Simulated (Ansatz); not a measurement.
# AlAs: the cost of one run

Method: the settings change from run to run; program: Ansatz 0.2.0, Gaussian basis.

12 further runs of the same task are left out: 4 that didn't finish, 8 set aside as unsound or not needed.

**1. The geometry**

The geometry is a PBE0/def2-TZVP stationary point (not a proven minimum) of the parent state, kept for this charge and spin. No spin-orbit coupling is included. The filled d shell of As may be among the frozen orbitals whatever the setting's name suggests; the logs give the count.

2 atoms, charge 0, spin multiplicity 3.

Atoms are counted from 1 here; the program's logs count them from 0.

Bond lengths: Al1–As2 2.162 Å.

Coordinates:

```xyz
2
AlAs
Al    0.0000    0.0000    0.0000
As    0.0000    0.0000    2.1620
```

**2. CCSDT/cc-pVDZ**

in.yaml

```yaml
crystal:
  periodic: [false, false, false]
  atoms:
    - {symbol: Al, position_ang: [0.000000, 0.000000, 0.000000]}
    - {symbol: As, position_ang: [0.000000, 0.000000, 2.162000]}
basis:
  gaussian: {orbitals: cc-pVDZ}
magnetization: {spin_polarized: false, initial_magnetization: 2}
hamiltonian: {xc: {name: r2SCAN}}
correlation: {method: ccsdt, electrons: outside_noble_gas, diis_vectors: 12}
accuracy: high
```

Run with:

```console
$ ansatz run in.yaml --threads 1 --pin off --events-out ev --progress --plain --max-ram 2393MiB
```

**Question.** How long does this run take on 1 thread of Arm Neoverse V2, shared host, and how much memory does it need?

About 39 s, with a peak of 0.28 GiB.
